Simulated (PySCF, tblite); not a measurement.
# C₅H₁₃BrOSi: geometry, infrared bands and NMR shifts

Wanted: the infrared bands and NMR shifts of C₅H₁₃BrOSi (`CC(C)O[SiH2][C@@H](C)Br`), by calculation.

Computed with tblite 0.8.0 and PySCF 2.14.0, with density-fitted response routines of our own, on a single molecule in the gas phase. Atoms count from 0, in the outputs and in this text.

## (1) The starting structure

21 atoms, charge 0, multiplicity 1; geometry from: force field or distance geometry start.

Bonds of the start (Å): C0–C1 1.50, C1–C2 1.52, C1–O3 1.39, O3–Si4 1.72, Si4–C5 1.86, C5–C6 1.52, C5–Br7 1.93, C0–H8 1.12, C0–H9 1.14, C0–H10 1.11, C1–H11 1.13, C2–H12 1.14, C2–H13 1.11, C2–H14 1.10, Si4–H15 1.46, Si4–H16 1.47, C5–H17 1.11, C6–H18 1.13, C6–H19 1.11, C6–H20 1.11.

## (2) Relaxing the molecule with GFN2-xTB

The job: settings as JSON, then the geometry in Å.

```
{"job": {"kind": "relax", "xc": "GFN2-xTB", "basis": "xTB"}, "charge": 0, "multiplicity": 1}
C     -2.812900    -0.899100    -0.013000
C     -1.588500    -0.045900     0.129700
C     -1.990300     1.362000    -0.259800
O     -0.538600    -0.407500    -0.709300
Si     0.814700    -0.731100     0.305600
C      2.434800    -0.307800    -0.504100
C      3.235500     0.624300     0.393400
Br     3.490200    -1.920600    -0.674800
H     -3.293400    -0.777700    -1.013600
H     -3.555800    -0.499400     0.747100
H     -2.655300    -1.980700     0.159900
H     -1.251400    -0.069800     1.209100
H     -2.915100     1.590300     0.365300
H     -2.368600     1.292100    -1.304600
H     -1.196600     2.112200    -0.131900
H      0.876200    -2.116200     0.767300
H      0.683500     0.124200     1.498300
H      2.335000     0.122600    -1.520700
H      3.761400     0.020400     1.195000
H      2.560200     1.343700     0.892500
H      3.966100     1.180900    -0.222500
```

Started as:

```bash
$ OMP_NUM_THREADS=1 python probes_run.py task.json out
```

The driver reads the jobs from task.json and runs them one after another.

**Question.** This job is followed by: GFN2-xTB harmonic vibrations, gas phase; GIAO PBE0/pcSseg-1 NMR shielding, non-relativistic, gas phase. Predict these results of the whole session: strongest single infrared mode (GFN2-xTB); zero-point energy (GFN2-xTB); ¹³C shifts against TMS (PBE0/pcSseg-1); ¹H shifts against TMS (PBE0/pcSseg-1, means over atoms taken as alike); ¹⁷O shifts against H2O (PBE0/pcSseg-1); ²⁹Si shifts against TMS (PBE0/pcSseg-1); ⁷⁹Br shifts against HBr (PBE0/pcSseg-1); surface potential, 1st and 99th percentile.

As calculated:

| quantity | value |
| --- | --- |
| strongest single infrared mode (GFN2-xTB) | 794 cm⁻¹, 335 km/mol |
| zero-point energy (GFN2-xTB) | 106.1 kcal/mol |
| ¹³C shifts against TMS (PBE0/pcSseg-1) | 70.0, 41.2, 27.7, 26.8, 24.0 ppm |
| ¹H shifts against TMS (PBE0/pcSseg-1, means over atoms taken as alike) | 4.83, 4.50, 4.17, 3.47, 1.74, 1.30, 1.25 ppm |
| ¹⁷O shifts against H2O (PBE0/pcSseg-1) | 68.9 ppm |
| ²⁹Si shifts against TMS (PBE0/pcSseg-1) | -33.3 ppm |
| ⁷⁹Br shifts against HBr (PBE0/pcSseg-1) | 268 ppm |
| surface potential, 1st and 99th percentile | -0.79 V and 0.90 V |

**Reading.** Over 158 steps the energy fell by 1.142 eV; of the close pairs, O3–Si4 changed most, 1.722 to 1.609 Å. No mode is imaginary among the 57: a minimum at this level. The strongest single mode, at 794 cm⁻¹, has its largest shares on H15, H16 and Si4 (the list is cut at 3 atoms). Unscaled tight-binding wavenumbers are off by several per cent, some by more. Its intensities can rank the bands wrongly. C5 stands next to heavy halogen, whose spin-orbit shielding this run leaves out, so the computed shift lies too far downfield, most of all for carbon beside Br or I. C1 (sp3 CH bonded to O) lies farthest downfield among carbon, at 70.0 ppm; deshielded by the electronegative neighbour. At PBE0/pcSseg-1: Shielding is most anisotropic at Br7 (span 1241 ppm, paramagnetic term -769 ppm). Spin-orbit coupling is left out, which matters for shieldings and couplings at and beside the heavy atoms.
